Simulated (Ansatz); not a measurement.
# CH₈SSiSn: a ladder of functionals and wavefunction methods

The task here is to estimate one member of a computed series from the others.

The runs use Ansatz 0.2.0, Gaussian basis; functionals in def2-TZVPP, the program's frozen cores in correlated methods.

Plan: PBE-D4, r2SCAN-D4, PBE0-D4, B3LYP-D4, ωB97X-V, ωB97M-V, B2PLYP; CCSD(T)/def2-TZVPP; MP2/def2-QZVPP; extrapolation to the limit.

### Structure used throughout

An earlier PBE0-D4 in a triple-zeta def2 set relaxation fixed the geometry. Sn takes the def2 core potential; no spin-orbit term is included.

SMILES `[CH3][SnH2][SiH2]S`, 12 atoms, charge 0, spin multiplicity 1.

Atoms are counted from 1 here; the program's logs count them from 0.

Bond lengths: C1–Sn2 2.142 Å, C1–H5 1.090 Å, C1–H6 1.090 Å, C1–H7 1.090 Å, Sn2–Si3 2.565 Å, Sn2–H8 1.715 Å, Sn2–H9 1.713 Å, Si3–S4 2.150 Å, Si3–H10 1.487 Å, Si3–H11 1.489 Å, S4–H12 1.344 Å. Angles: Sn2–C1–H5 109.9°, Sn2–C1–H6 110.0°, Sn2–C1–H7 109.4°, H5–C1–H6 109.2°, H5–C1–H7 109.1°, H6–C1–H7 109.3°, C1–Sn2–Si3 109.4°, C1–Sn2–H8 109.2°, C1–Sn2–H9 110.1°, Si3–Sn2–H8 108.3°, Si3–Sn2–H9 111.9°, H8–Sn2–H9 107.9°, Sn2–Si3–S4 109.8°, Sn2–Si3–H10 111.3°, Sn2–Si3–H11 112.5°, S4–Si3–H10 103.6°, S4–Si3–H11 111.2°, H10–Si3–H11 108.1° and more.

The first run:

File in.yaml:

```yaml
crystal:
  periodic: [false, false, false]
  atoms:
    - {symbol: C, position_ang: [-1.043621, 1.778702, -0.169013]}
    - {symbol: Sn, position_ang: [-0.432942, 0.119257, 1.040686]}
    - {symbol: Si, position_ang: [1.487004, -1.120861, -0.123792]}
    - {symbol: S, position_ang: [0.844439, -1.806733, -2.056957]}
    - {symbol: H, position_ang: [-0.246442, 2.520705, -0.209080]}
    - {symbol: H, position_ang: [-1.938655, 2.237173, 0.251228]}
    - {symbol: H, position_ang: [-1.257522, 1.430658, -1.179424]}
    - {symbol: H, position_ang: [-1.748624, -0.966176, 1.215731]}
    - {symbol: H, position_ang: [0.013111, 0.663362, 2.602438]}
    - {symbol: H, position_ang: [2.612921, -0.201583, -0.436296]}
    - {symbol: H, position_ang: [2.020032, -2.243720, 0.695947]}
    - {symbol: H, position_ang: [-0.232603, -2.466083, -1.597567]}
basis:
  gaussian: {orbitals: def2-TZVPP}
hamiltonian: {xc: pbe, dispersion: d4}
output: {forces: true, orbitals: {seedname: orbitals}}
```

Launch:

```bash
> ansatz run in.yaml --threads 4 --pin off --events-out ev --progress --plain --max-ram 10444MiB
```

Steps of the session up to this table: PBE-D4 (GGA); r2SCAN-D4 (meta-GGA); PBE0-D4 (hybrid); B3LYP-D4 (hybrid); ωB97X-V (range-separated); ωB97M-V (range-separated); B2PLYP (double hybrid); CCSD(T) in def2-TZVPP; MP2 in def2-QZVPP.

One of the session's tables, all rows but one given; the rest of the session is left out.

| method | atomisation energy (kcal/mol) |
| --- | --- |
| PBE-D4 | 860.0 |
| r2SCAN-D4 | 861.3 |
| PBE0-D4 | 855.6 |
| B3LYP-D4 | ? |
| ωB97X-V | 868.6 |
| ωB97M-V | 862.7 |
| B2PLYP | 845.7 |
| HF/def2-TZVPP | 635.3 |
| MP2/def2-TZVPP | 836.0 |
| CCSD/def2-TZVPP | 832.8 |
| CCSD(T)/def2-TZVPP | 843.3 |
| MP2/CBS | 859.0 |
| CCSD(T)/CBS | 866.3 |

Q: Estimate the row for B3LYP-D4 from the others.

The run gave: atomisation energy (kcal/mol): 857.9. In the column «atomisation energy (kcal/mol)» it lies between PBE0-D4 (855.6) and MP2/CBS (859.0).
